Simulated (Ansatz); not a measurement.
**CH₈N₂Si: one species, many methods**

An exercise on one series of results from a longer session: the logs are not shown, and one member is left open.

Method: functionals in def2-TZVPP, the program's frozen cores in correlated methods; program: Ansatz 0.2.0, Gaussian basis.

The runs, in order: LDA (SPW92), PBE-D4, revPBE-D4, BLYP-D4, r2SCAN-D4, B97M-V, PBE0-D4, B3LYP-D4, r2SCANh-D4, r2SCAN0-D4, HSE06-D4, BHLYP-D4, CAM-B3LYP-D4, LC-ωPBE, ωB97X-V, ωB97M-V, B2PLYP, PBE-QIDH; CCSD(T)/def2-SVP; CCSD(T)/def2-TZVPP; MP2/def2-QZVPP; extrapolation to the limit; RPA on PBE.

**The geometry**

An earlier PBE0-D4 in a triple-zeta def2 set relaxation fixed the geometry.

12 atoms, charge 0, spin multiplicity 1.

Atoms are counted from 1 here; the program's logs count them from 0.

Bond lengths: C1–N2 1.444 Å, C1–H5 1.095 Å, C1–H6 1.093 Å, C1–H7 1.098 Å, N2–Si3 1.710 Å, N2–H8 1.008 Å, Si3–N4 1.711 Å, Si3–H9 1.495 Å, Si3–H10 1.494 Å, N4–H11 1.006 Å, N4–H12 1.006 Å. Angles: N2–C1–H5 111.3°, N2–C1–H6 109.3°, N2–C1–H7 113.5°, H5–C1–H6 107.2°, H5–C1–H7 107.9°, H6–C1–H7 107.3°, C1–N2–Si3 125.5°, C1–N2–H8 114.0°, Si3–N2–H8 117.6°, N2–Si3–N4 108.2°, N2–Si3–H9 117.4°, N2–Si3–H10 103.6°, N4–Si3–H9 103.3°, N4–Si3–H10 117.5°, H9–Si3–H10 107.5°, Si3–N4–H11 120.4°, Si3–N4–H12 121.8°, H11–N4–H12 112.1°.

The first run:

in.yaml

```yaml
crystal:
  periodic: [false, false, false]
  atoms:
    - {symbol: C, position_ang: [-1.512422, 1.046041, 0.573332]}
    - {symbol: N, position_ang: [-0.749955, 0.058209, -0.154056]}
    - {symbol: Si, position_ang: [0.827334, -0.468231, 0.244646]}
    - {symbol: N, position_ang: [1.582783, -1.025513, -1.186089]}
    - {symbol: H, position_ang: [-2.099523, 1.673738, -0.104882]}
    - {symbol: H, position_ang: [-0.828750, 1.704864, 1.114062]}
    - {symbol: H, position_ang: [-2.199720, 0.612337, 1.310957]}
    - {symbol: H, position_ang: [-1.309166, -0.542577, -0.739349]}
    - {symbol: H, position_ang: [0.950076, -1.632014, 1.174357]}
    - {symbol: H, position_ang: [1.430286, 0.716111, 0.926303]}
    - {symbol: H, position_ang: [2.249434, -1.777907, -1.149892]}
    - {symbol: H, position_ang: [1.736621, -0.420361, -1.975390]}
basis:
  gaussian: {orbitals: def2-TZVPP}
hamiltonian: {xc: lda}
output: {orbitals: {seedname: orbitals}}
```

The run is started by

```console
$ ansatz run in.yaml --threads 4 --pin off --events-out ev --progress --plain --max-ram 10444MiB
```

Among the steps run: LDA; PBE-D4 (GGA); revPBE-D4 (GGA); BLYP-D4 (GGA); r2SCAN-D4 (meta-GGA); B97M-V (meta-GGA); B3LYP-D4 (hybrid); r2SCANh-D4 (hybrid); r2SCAN0-D4 (hybrid); HSE06-D4 (hybrid); BHLYP-D4 (hybrid); CAM-B3LYP-D4 (range-separated); LC-ωPBE (range-separated); ωB97X-V (range-separated); ωB97M-V (range-separated); B2PLYP (double hybrid); PBE-QIDH (double hybrid).

One table of the session follows, with a row left open; its other results are not shown here.

It belongs to the step «Orbital energies across the functionals». 

| functional | HOMO (eV) | LUMO (eV) | gap (eV) |
| --- | --- | --- | --- |
| LDA (SPW92) | -5.37 | -0.09 | 5.29 |
| PBE-D4 | -5.27 | 0.09 | 5.36 |
| revPBE-D4 | -5.23 | 0.17 | 5.40 |
| BLYP-D4 | -5.17 | 0.12 | 5.29 |
| r2SCAN-D4 | -5.53 | 0.67 | 6.21 |
| B97M-V | -5.70 | 0.26 | 5.96 |
| PBE0-D4 | -6.62 | 0.91 | 7.53 |
| B3LYP-D4 | -6.41 | 0.61 | 7.02 |
| r2SCANh-D4 | -6.04 | 0.93 | 6.97 |
| r2SCAN0-D4 | -6.81 | 1.29 | 8.10 |
| HSE06-D4 | -6.22 | 0.54 | 6.76 |
| BHLYP-D4 | ? | ? | ? |
| CAM-B3LYP-D4 | -8.03 | 1.73 | 9.76 |
| LC-ωPBE | -9.39 | 2.99 | 12.38 |
| ωB97X-V | -9.05 | 2.80 | 11.85 |
| ωB97M-V | -8.96 | 2.37 | 11.34 |

**Question.** Estimate the row for BHLYP-D4.

Worked estimate for «HOMO (eV)». Against the share of exact exchange, BLYP-D4 (0, -5.17), B3LYP-D4 (0.2, -6.41) give a slope of -6.20 per unit share; at 0.5 the line stands at -8.27.

**Answer.** HOMO (eV): -7.92; LUMO (eV): 1.58; gap (eV): 9.50. In «HOMO (eV)» the line misses by -0.35.
